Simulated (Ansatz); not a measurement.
# Li5Ta3: the cost of one run

Method: DFT PBE, scalar-relativistic, plane waves, PAW, in Ansatz 0.2.0.

## Step 1: The starting structure

It takes space group Im-3m (No. 229, cubic). Conventional cell: a = 5.905 Å, b = 5.905 Å, c = 5.905 Å, α = 90.00°, β = 90.00°, γ = 90.00°. Li (site symmetry m-3m) has 8 Li at 2.56 Å as nearest neighbours. Li (site symmetry -3m) has 2 Li at 2.56 Å and 6 Ta at 2.56 Å as nearest neighbours. Around Ta (site symmetry 4/mmm) lie 8 Li at 2.56 Å.

Structure file:

```
CELL_PARAMETERS angstrom
-2.95253 2.95253 2.95253
2.95253 -2.95253 2.95253
2.95253 2.95253 -2.95253
ATOMIC_POSITIONS crystal
Li 0.00000 0.00000 0.00000
Li 0.00000 0.00000 0.50000
Li 0.00000 0.50000 0.00000
Li 0.50000 0.00000 0.00000
Li 0.50000 0.50000 0.50000
Ta 0.00000 0.50000 0.50000
Ta 0.50000 0.50000 0.00000
Ta 0.50000 0.00000 0.50000
```

A structure generator made this guess: species swapped into a database cell of Fe5Co3 (Im-3m, No. 229), with Li on the Fe sites and Ta on the Co sites. The dimensions are guesses.

## Step 2: The guess as it stands, on a coarse mesh

input.yaml reads:

```yaml
crystal:
  lattice:
    - [-2.95253486, 2.95253486, 2.95253486]
    - [2.95253486, -2.95253486, 2.95253486]
    - [2.95253486, 2.95253486, -2.95253486]
  atoms:
    - { symbol: Li, position: [0.0, 0.0, 0.0] }
    - { symbol: Li, position: [0.0, 0.0, 0.5] }
    - { symbol: Li, position: [0.0, 0.5, 0.0] }
    - { symbol: Li, position: [0.5, 0.0, 0.0] }
    - { symbol: Li, position: [0.5, 0.5, 0.5] }
    - { symbol: Ta, position: [0.0, 0.5, 0.5] }
    - { symbol: Ta, position: [0.5, 0.5, 0.0] }
    - { symbol: Ta, position: [0.5, 0.0, 0.5] }
basis:
  ecutwfc: 420
kpoints:
  mp_grid: { grid: [4, 4, 4] }
hamiltonian:
  xc: pbe
scf:
  occupations: { method: gaussian, width: 0.1 }
  lower_state_search: "off"
output:
  forces: true
  stress: true
  eigenvalues: true
```

Launch:

```sh
$ ansatz run input.yaml --threads 1 --pin off --max-ram 2048MiB --backend cpu --events-out ev --progress --plain --runs-dir out
```

**Question.** How long does this run take on 1 thread of Arm Neoverse V2, shared host, and how much memory does it need?

About 1.8 s, with a peak of 0.34 GiB.
